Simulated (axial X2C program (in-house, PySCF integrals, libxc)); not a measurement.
**A two-component session on Br₂: properties at the nuclei**

Aim: properties at the nuclei of Br₂, with spin–orbit coupling in the Hamiltonian from the start.

The runs use an in-house X2C program for linear molecules on PySCF integrals; two-component X2C with atomic mean-field terms, Br dyall-acv3z.

All values are calculated.

**1. The job**

task.json

```json
{
 "zs": [
  35,
  35
 ],
 "q": 0,
 "bas": [
  "dyall-acv3z",
  "dyall-acv3z"
 ],
 "r0": 2.28,
 "levels": [
  "PBE0",
  "HF",
  "B3LYP"
 ],
 "nst": 1,
 "ff": 1,
 "thr": -2.0,
 "nmax": 130,
 "opt": {
  "ecut": 60
 }
}
```

Keys: zs atomic numbers; q charge; bas basis sets; r0 starting distance in Å; levels methods (HF also brings MP2); nst determinants followed; ff finite-field run; thr threshold in hartree for freezing inner shells (an s shell follows its p shell); nmax most natural virtual spinors; ecut virtual cutoff in hartree.

On the command line:

```bash
$ python soeom.py task.json out
```

Nuclei are Gaussian, cores are contracted, and the Gaunt term is on.

**2. Expectation values, lowest determinant**

R = 2.288 Å. State: Ω = 0 (closed shell).

Output of the PBE0 run:

```text
two-component X2C + atomic mean field  PBE0
basis functions 236  fitting functions 1266  grid points 5800
iter        total energy     max residual
   1      -5210.106451022     2.72e+00
   2      -5210.298684260     1.36e-02
   3      -5210.298745281     2.08e-03
   4      -5210.298788007     1.95e-03
   5      -5210.298789986     3.02e-04
   6      -5210.298790206     8.84e-05
   7      -5210.298790213     3.59e-05
   8      -5210.298790218     8.24e-06
converged
one-electron -7807.09382084  Coulomb 2500.73953830  exact exchange -45.54462919  xc functional -139.73652297  nuclear repulsion 283.32258889  atomic mean-field constant -1.98594440
```

The highest occupied spinor is 90% Br p, 8% Br d.

| level | qzz Br (a.u.) |
| --- | --- |
| PBE0 | 11.53 |
| HF | 11.88 |
| B3LYP | 11.59 |

qzz is the electric field gradient, eQq0 = 234.96 MHz × Q/barn × qzz. The operators were transformed with the bare-nucleus X2C matrices.

**3. Finite-field coupled cluster**

Output:

```text
two-component X2C + atomic mean field  HF
basis functions 236  fitting functions 1266  grid points 5800
iter        total energy     max residual
   1      -5207.196154805     2.40e-01
   2      -5207.224684359     7.59e-03
   3      -5207.225297781     4.25e-03
   4      -5207.225356925     1.45e-03
   5      -5207.225362689     1.35e-04
   6      -5207.225363020     7.24e-05
   7      -5207.225363101     2.76e-05
   8      -5207.225363117     8.01e-06
   9      -5207.225363119     2.71e-06
  10      -5207.225363119     4.16e-07
converged
one-electron -7806.85270769  Coulomb 2500.59162944  exact exchange -182.30092936  xc functional 0.00000000  nuclear repulsion 283.32258889  atomic mean-field constant -1.98594440
correlated 14  virtual 354  natural virtual 130  E(MP2) -0.337198764  MP2 remainder -0.006883900
iter   CCSD correlation   residual
   1     -0.349415316   1.04e-01
   2     -0.357504318   3.52e-02
   3     -0.358258050   1.02e-02
   4     -0.358266676   3.39e-03
   5     -0.358275497   9.21e-04
   6     -0.358273147   3.47e-04
   7     -0.358273975   1.01e-04
   8     -0.358274383   2.98e-05
   9     -0.358274013   1.10e-05
  10     -0.358274009   5.24e-06
(T) -0.015479030  T1 0.0115  D1 0.0193  max T2 0.115
```

T1 in the output is the amplitude norm over the root of the electron number; divide by √2 for the Lee–Taylor value.

14 electrons correlated in 130 natural virtual spinors, MP2 remainder added; T1 = 0.008.

| level | qzz Br (a.u.) |
| --- | --- |
| HF | 11.88 |
| MP2 | 11.03 |
| CCSD | 10.99 |
| CCSD(T) | 10.85 |

**4. Results**

| quantity | value |
| --- | --- |
| lowest determinant | Ω = 0 (closed shell) |
| qzz Br (a.u.), PBE0 | 11.53 |
| qzz Br (a.u.), CCSD(T) | 10.85 |

What this shows: The expectation values come from single determinants, which for open shells can mix terms of unlike spin or miss the lowest Ω, so a determinant need not be a state. qzz is the electric field gradient, eQq0 = 234.96 MHz × Q/barn × qzz. The operators were transformed with the bare-nucleus X2C matrices. Correlation of the inner shells is missing, which matters for properties at the nucleus.
